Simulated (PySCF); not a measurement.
# C4H12Ge (GeH3(nBu)): the cost of one run

Programs: PySCF 2.14.0, with density-fitted response routines of our own. Each step states its level of theory. These are calculated values for one molecule in the gas phase, unless marked as measured. Atoms are numbered from 0 throughout.

## (1) The molecule as given

17 atoms, charge 0, multiplicity 1; geometry from: GFN2-xTB. The atoms were then displaced at random by about 0.03 Å, so the start is not that level's minimum.

Bonds of the start (Å): Ge0–H1 1.48, Ge0–H2 1.40, Ge0–H3 1.56, Ge0–C4 1.98, C4–C5 1.50, C4–H8 1.10, C4–H9 1.11, C5–C6 1.53, C5–H10 1.07, C5–H11 1.11, C6–C7 1.50, C6–H12 1.11, C6–H13 1.05, C7–H14 1.14, C7–H15 1.13, C7–H16 1.12.

## (2) Optimising the geometry at PBE0-D3(BJ)/def2-SVP

The job: settings as JSON, then the geometry in Å.

```
{"job": {"xc": "PBE0", "basis": "def2-SVP", "d3": "d3bj", "grid": 1, "maxiter": 40, "shake": 0.03, "kind": "geom"}, "charge": 0, "multiplicity": 1}
Ge     1.369940     1.721470     1.566990
H      1.306910     1.848300     3.042490
H      2.668480     1.834790     1.062610
H      0.751210     3.054910     1.052440
C      0.375640     0.167490     0.859400
C      0.349630     0.147000    -0.640050
C     -0.227920    -1.157550    -1.186010
C     -1.699190    -1.264090    -0.900970
H      0.878440    -0.684640     1.341680
H     -0.641690     0.172450     1.314040
H     -0.219450     0.984300    -0.991440
H      1.404750     0.216040    -0.985100
H     -0.198810    -1.134110    -2.299170
H      0.223390    -2.005350    -0.753360
H     -2.166840    -2.196710    -1.370310
H     -1.924330    -1.329170     0.205480
H     -2.278680    -0.375750    -1.258470
```

On the command line:

```console
OMP_NUM_THREADS=1 python probes_run.py task.json out
```

This one command runs all jobs of the session in turn.

**Question.** How long does this first job take on 1 thread of AMD EPYC, shared host, and how much memory does it need?

About 2.4 min, with a peak of 0.57 GiB.
